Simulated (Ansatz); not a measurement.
# Si: the cost of one run

Computed with Ansatz 0.2.0 (DFT r2SCAN, scalar-relativistic, plane waves, PAW, unless a step's input says otherwise).

2 further runs of the same task are left out: 2 set aside as unsound or not needed. Runs told in other sessions of the task aren't counted.

### 1 The system as given

Symmetry: I4_1/amd, No. 141, tetragonal system. Conventional cell: a = 4.802 Å, b = 4.802 Å, c = 2.645 Å, α = 90.00°, β = 90.00°, γ = 90.00°. Si (site symmetry -4m2) has 6 Si at 2.49 to 2.64 Å in its first shell of neighbours.

As a file:

```cif
data_structure
_symmetry_space_group_name_H-M 'I4_1/amd:1'
_symmetry_Int_Tables_number 141
_cell_length_a 4.8024
_cell_length_b 4.8024
_cell_length_c 2.6447
_cell_angle_alpha 90.000
_cell_angle_beta 90.000
_cell_angle_gamma 90.000
_cell_volume 61.00
loop_
_atom_site_label
_atom_site_type_symbol
_atom_site_symmetry_multiplicity
_atom_site_Wyckoff_symbol
_atom_site_fract_x
_atom_site_fract_y
_atom_site_fract_z
_atom_site_occupancy
Si1 Si 4 b 0.00000 0.50000 0.75000 1
```

It goes back to an entry of the Materials Project, which need not be the stable form.

It is the result of an earlier relaxation at this level (volume 15.25 Å³/atom; gap on the mesh: none (metal)).

### 2 The undisturbed cell

File input.yaml:

```yaml
crystal:
  lattice:
    - [-2.4012010073, 2.4012010073, 1.3223715888]
    - [2.4012010073, -2.4012010073, 1.3223715888]
    - [2.4012010073, 2.4012010073, -1.3223715888]
  atoms:
    - { symbol: Si, position: [0.25, 0.75, 0.5] }
    - { symbol: Si, position: [0.5, 0.5, 0.0] }
basis:
  ecutwfc: 500
kpoints:
  mp_grid: { grid: [26, 26, 26] }
hamiltonian:
  xc: r2scan
scf:
  occupations: { method: gaussian, width: 0.15 }
output:
  forces: true
  stress: true
  eigenvalues: true
  write_density: true
  write_potential: true
  elf: true
  volumetric_format: npy
```

Run with:

```sh
$ ansatz run input.yaml --threads 2 --pin off --max-ram 5120MiB --backend cpu --events-out ev --progress --plain --runs-dir out
```

Q: Estimate wall time and peak memory on 2 threads of Arm Neoverse V2, shared host.

About 27 s, with a peak of 0.76 GiB.
